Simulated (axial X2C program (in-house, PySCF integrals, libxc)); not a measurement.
# A two-component session on CoB⁻: properties at the nuclei

Aim: properties at the nuclei of CoB⁻, with spin–orbit coupling in the Hamiltonian from the start.

The runs use an in-house X2C program for linear molecules on PySCF integrals; two-component X2C with atomic mean-field terms, Co dyall-acv3z, B dyall-av3z.

All values are calculated.

### Step 1. Set-up

task.json reads:

```json
{
 "zs": [
  27,
  5
 ],
 "q": -1,
 "bas": [
  "dyall-acv3z",
  "dyall-av3z"
 ],
 "r0": 1.96,
 "levels": [
  "PBE0",
  "HF",
  "LDA",
  "B3LYP",
  "r2SCAN"
 ],
 "nst": 3
}
```

Keys: zs atomic numbers; q charge; bas basis sets; r0 starting distance in Å; levels methods (HF also brings MP2); nst determinants followed.

Run with:

```
> python soeom.py task.json out
```

After this run come: Expectation values, lowest determinant; Expectation values, a higher determinant; Expectation values, a higher determinant.

Before running it: what results should come out? Wanted: lowest state; Eeff magnitude; Ws magnitude Co; A∥/gI Co; qzz Co; higher state; Eeff magnitude; Ws magnitude Co; A∥/gI Co.

**Answer**, as computed:

```
                                  quantity                                          value
                              lowest state                    Ω = 5/2 (unpaired: ω = 5/2)
              Eeff magnitude (GV/cm), PBE0                                          0.341
               Ws magnitude Co (kHz), PBE0                                         0.0775
                      A∥/gI Co (MHz), PBE0                                            434
                       qzz Co (a.u.), PBE0                                          -0.57
                              higher state                    Ω = 3/2 (unpaired: ω = 3/2)
Eeff magnitude (GV/cm), PBE0, higher state                                          0.342
 Ws magnitude Co (kHz), PBE0, higher state                                          0.129
        A∥/gI Co (MHz), PBE0, higher state                                            671
         qzz Co (a.u.), PBE0, higher state                                          -0.60
                              higher state  Ω = 9/2 (unpaired: ω = 1/2, ω = 3/2, ω = 5/2)
Eeff magnitude (GV/cm), PBE0, higher state                                          0.692
 Ws magnitude Co (kHz), PBE0, higher state                                         0.0743
        A∥/gI Co (MHz), PBE0, higher state                                            428
         qzz Co (a.u.), PBE0, higher state                                          -0.16
```

In words: In the first state, the effective field runs from 0.016 to 0.833 GV/cm over the mean-field levels, so the levels don't agree on it. The expectation values come from single determinants. Eeff is the effective electric field on the electron dipole moment in this Ω state and Ws the scalar–pseudoscalar constant (defined with the proton number Z and per Ω); A∥ is the parallel hyperfine constant, which follows by multiplying with the nuclear g factor gI = μI/(I μN); qzz is the electric field gradient, eQq0 = 234.96 MHz × Q/barn × qzz. The operators were transformed with the bare-nucleus X2C matrices.
